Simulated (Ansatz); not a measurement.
# CH10Si2Sn: the cost of one run

Method: RKS PBE-D4/def2-SVP, in Ansatz 0.2.0.

1 further run of the same task is left out (it didn't finish).

## 1. Starting point

Bond lengths: C1–Sn2 2.099 Å, Sn2–Si3 2.481 Å, Sn2–Si4 2.489 Å, C1–H5 1.160 Å, C1–H6 1.157 Å, C1–H7 1.091 Å, Sn2–H8 1.725 Å, Si3–H9 1.511 Å, Si3–H10 1.487 Å, Si3–H11 1.459 Å, Si4–H12 1.480 Å, Si4–H13 1.403 Å, Si4–H14 1.559 Å. Angles (14 of 24 angles, heavy atoms first): C1–Sn2–Si3 108.0°, C1–Sn2–Si4 109.0°, Si3–Sn2–Si4 107.7°, C1–Sn2–H8 111.0°, Si3–Sn2–H8 108.7°, Si4–Sn2–H8 112.3°, Sn2–C1–H5 110.3°, Sn2–C1–H6 111.1°, Sn2–C1–H7 113.2°, Sn2–Si3–H9 110.8°, Sn2–Si3–H10 111.2°, Sn2–Si3–H11 110.8°, Sn2–Si4–H12 109.7°, Sn2–Si4–H13 111.9°.

Coordinates:

```xyz
14

C    -0.7566    1.5070   -1.2231
Sn   -0.4721    0.2397    0.4260
Si    1.8820    0.4745    1.1744
Si   -0.8024   -2.1179   -0.2996
H    -1.8522    1.4409   -1.5974
H    -0.6186    2.6157   -0.9239
H    -0.0882    1.2849   -2.0567
H    -1.5143    0.6763    1.7295
H     2.1581   -0.4148    2.3646
H     2.1658    1.8630    1.6259
H     2.8045    0.1210    0.1011
H    -0.6172   -3.0247    0.8553
H    -0.0090   -2.4388   -1.4112
H    -2.2926   -2.2560   -0.7361
```

## 2. Relaxing end A

The input, input.yaml:

```yaml
crystal:
  periodic: [false, false, false]
  atoms:
    - { symbol: C, position_ang: [-0.7566, 1.507, -1.2231] }
    - { symbol: Sn, position_ang: [-0.4721, 0.2397, 0.426] }
    - { symbol: Si, position_ang: [1.882, 0.4745, 1.1744] }
    - { symbol: Si, position_ang: [-0.8024, -2.1179, -0.2996] }
    - { symbol: H, position_ang: [-1.8522, 1.4409, -1.5974] }
    - { symbol: H, position_ang: [-0.6186, 2.6157, -0.9239] }
    - { symbol: H, position_ang: [-0.0882, 1.2849, -2.0567] }
    - { symbol: H, position_ang: [-1.5143, 0.6763, 1.7295] }
    - { symbol: H, position_ang: [2.1581, -0.4148, 2.3646] }
    - { symbol: H, position_ang: [2.1658, 1.863, 1.6259] }
    - { symbol: H, position_ang: [2.8045, 0.121, 0.1011] }
    - { symbol: H, position_ang: [-0.6172, -3.0247, 0.8553] }
    - { symbol: H, position_ang: [-0.009, -2.4388, -1.4112] }
    - { symbol: H, position_ang: [-2.2926, -2.256, -0.7361] }
basis:
  gaussian: { orbitals: def2-SVP }
hamiltonian:
  xc: pbe
  dispersion: d4
relax:
  f_tol: 0.015
  max_steps: 40
```

Command:

```bash
$ ansatz run input.yaml --threads 2 --pin off --max-ram 3072MiB --backend cpu --events-out ev --progress --plain --runs-dir out
```

Q: Estimate wall time and peak memory on 2 threads of Intel Xeon Platinum 8559C (Emerald Rapids), shared host.

About 10 s, with a peak of 0.2 GiB.
